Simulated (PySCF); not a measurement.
# OZr: levels of theory, part 3 of 3

Aim: for OZr, compare levels of theory; the runs are relaxation and vibrations and intensities.

PySCF 2.14.0; relaxation, HF, def2-tzvpd, and further levels as typed in the inputs. Earlier steps stand in the parts before.

## 5. Vibrations and intensities: vibrations and intensities, pbe, def2-tzvpd

It takes the final geometry of step 4.

The input, run.py:

```python
from pyscf import gto, dft
from pyscf.hessian import thermo
import numpy as np
mol = gto.M(atom="mol.xyz", basis="def2-tzvpd", verbose=4)
mol.set(ecp='def2-tzvpd').build()
mf = dft.RKS(mol, xc="pbe").density_fit().run(conv_tol=1e-9)
mol.verbose = 0; x = mol.atom_coords(); n = x.size; h = np.zeros((n, n + 3))
def point(d):  # for finite differences of the forces
    m = mol.set_geom_(x + d.reshape(-1, 3), unit="Bohr", inplace=False); s = dft.RKS(m, xc="pbe").density_fit()
    s.grids.level = 4
    s.run(mf.make_rdm1(), conv_tol=1e-10); g = s.nuc_grad_method(); g.grid_response = True
    return np.append(g.kernel(), s.dip_moment(unit="AU", verbose=0))
for k in range(n): d = np.zeros(n); d[k] = 0.01; h[k] = (point(d) - point(-d)) / 0.02
H = (h[:, :n] + h[:, :n].T) / 2
f = thermo.harmonic_analysis(mol, H.reshape(mol.natm, 3, mol.natm, 3).transpose(0, 2, 1, 3))
print("harmonic vibrations: frequency (1/cm), infrared intensity (km/mol)")
for w, q in zip(f["freq_wavenumber"], f["norm_mode"]): t = q.ravel() @ h[:, n:]; print(f"  {w.real - w.imag:9.2f} {974.88 * t @ t:9.2f}")
```

On the command line:

```console
$ python run.py
```

What it wrote:

```text
[INPUT] num. atoms = 2
[INPUT] num. electrons = 48
[INPUT] charge = 0
[INPUT] spin (= nelec alpha-beta = 2S) = 0
[INPUT] symmetry False subgroup None
[INPUT] Mole.unit = angstrom
[INPUT] Symbol           X                Y                Z      unit          X                Y                Z       unit  Magmom
[INPUT]  1 Zr     0.000000000000   0.000000000000  -0.006377550000 AA    0.000000000000   0.000000000000  -0.012051822846 Bohr   0.0
[INPUT]  2 O      0.000000000000   0.000000000000   1.717888070000 AA    0.000000000000   0.000000000000   3.246337964958 Bohr   0.0

nuclear repulsion = 98.2080171002888
number of shells = 28
number of NR pGTOs = 115
number of NR cGTOs = 80
basis = def2-tzvpd
ecp = {}

WARN: ECP not specified. The basis set def2-tzvpd include an ECP. Recommended ECP: def2-TZVPD.

******** <class 'pyscf.df.df_jk.DFRKS'> ********
method = DFRKS
initial guess = minao
damping factor = 0
level_shift factor = 0
DIIS = <class 'pyscf.scf.diis.CDIIS'>
diis_start_cycle = 1
diis_space = 8
diis_damp = 0
SCF conv_tol = 1e-09
SCF conv_tol_grad = None
SCF max_cycles = 50
direct_scf = False
XC library pyscf.dft.libxc version 7.0.0
    S. Lehtola, C. Steigemann, M. J.T. Oliveira, and M. A.L. Marques.,  SoftwareX 7, 1–5 (2018)
XC functionals = pbe
    J. P. Perdew, K. Burke, and M. Ernzerhof.,  Phys. Rev. Lett. 77, 3865 (1996)
    J. P. Perdew, K. Burke, and M. Ernzerhof.,  Phys. Rev. Lett. 78, 1396 (1997)
    J. P. Perdew, K. Burke, and M. Ernzerhof.,  Phys. Rev. Lett. 77, 3865 (1996)
    J. P. Perdew, K. Burke, and M. Ernzerhof.,  Phys. Rev. Lett. 78, 1396 (1997)
radial grids:
    Treutler-Ahlrichs [JCP 102, 346 (1995); DOI:10.1063/1.469408] (M4) radial grids

becke partition: Becke, JCP 88, 2547 (1988); DOI:10.1063/1.454033
pruning grids: <function nwchem_prune at 0xefc090f34180>
grids dens level: 3
symmetrized grids: False
atomic radii adjust function: <function treutler_atomic_radii_adjust at 0xefc090f34860>
small_rho_cutoff = 0
Set gradient conv threshold to 3.16228e-05
Initial guess from minao.
tot grids = 36472
init E= -116.879199092915

WARN: HOMO -0.488545439228442 == LUMO -0.488545428958881

cycle= 1 E= -121.727649091961  delta_E= -4.85  |g|= 1.22  |ddm|=    5
  HOMO = -0.00471274596830895  LUMO = 0.021497442904881  gap/eV = 0.71322
cycle= 2 E= -121.128941200216  delta_E= 0.599  |g|= 2.02  |ddm|= 4.19
  HOMO = -0.136412732837542  LUMO = -0.0844327568623995  gap/eV = 1.41445
cycle= 3 E= -122.045515730977  delta_E= -0.917  |g|= 0.882  |ddm|=  3.4
  HOMO = -0.166797031055431  LUMO = -0.143453568121335  gap/eV = 0.63521
cycle= 4 E= -122.120475941904  delta_E= -0.075  |g|= 0.717  |ddm|= 0.963
  HOMO = -0.163179086791972  LUMO = -0.149782814446073  gap/eV = 0.36453
cycle= 5 E= -122.218955282769  delta_E= -0.0985  |g|= 0.0414  |ddm|= 0.41
  HOMO = -0.16937003304898  LUMO = -0.157713751620462  gap/eV = 0.31718
cycle= 6 E= -122.218918759962  delta_E= 3.65e-05  |g|= 0.0472  |ddm|= 0.109
  HOMO = -0.16945033589079  LUMO = -0.158858496297477  gap/eV = 0.28822
cycle= 7 E= -122.219463488054  delta_E= -0.000545  |g|= 0.00643  |ddm|= 0.0491
  HOMO = -0.169560630505577  LUMO = -0.158996061392102  gap/eV = 0.28748
cycle= 8 E= -122.219471653846  delta_E= -8.17e-06  |g|= 0.00127  |ddm|= 0.00641
  HOMO = -0.169435278462649  LUMO = -0.158781674115802  gap/eV = 0.28990
cycle= 9 E= -122.219472031194  delta_E= -3.77e-07  |g|= 0.000344  |ddm|= 0.00202
  HOMO = -0.169425121856018  LUMO = -0.15876390835092  gap/eV = 0.29011
cycle= 10 E= -122.219472056191  delta_E= -2.5e-08  |g|= 1.36e-05  |ddm|= 0.000239
  HOMO = -0.169425881534004  LUMO = -0.158765448956028  gap/eV = 0.29009
cycle= 11 E= -122.219472056245  delta_E= -5.39e-11  |g|= 6.51e-06  |ddm|= 3.52e-05
  HOMO = -0.16942621276465  LUMO = -0.158765889054087  gap/eV = 0.29008
Extra cycle  E= -122.219472056018  delta_E= 2.26e-10  |g|= 3.41e-05  |ddm|= 2.34e-05
converged SCF energy = -122.219472056018
harmonic vibrations: frequency (1/cm), infrared intensity (km/mol)
     985.15    134.92
```

Wall time 48 s (2 threads of Arm Neoverse N1, shared host).

Harmonic frequencies from the force constants, with isotope-averaged masses (PySCF's default) and rigid motions projected out (i: imaginary):

| mode | cm⁻¹ | IR (km/mol) |
| --- | --- | --- |
| 1 | 985 | 134.9 |

## 6. The runs side by side

What follows sums up all 3 parts.

```
                     quantity      value
harmonic frequencies (step 3)  1084 cm⁻¹
   zero-point energy (step 3)   0.067 eV
harmonic frequencies (step 5)   985 cm⁻¹
   zero-point energy (step 5)   0.061 eV
```

What this shows: In step 3 all modes are real: a minimum. In step 5 all modes are real: a minimum.
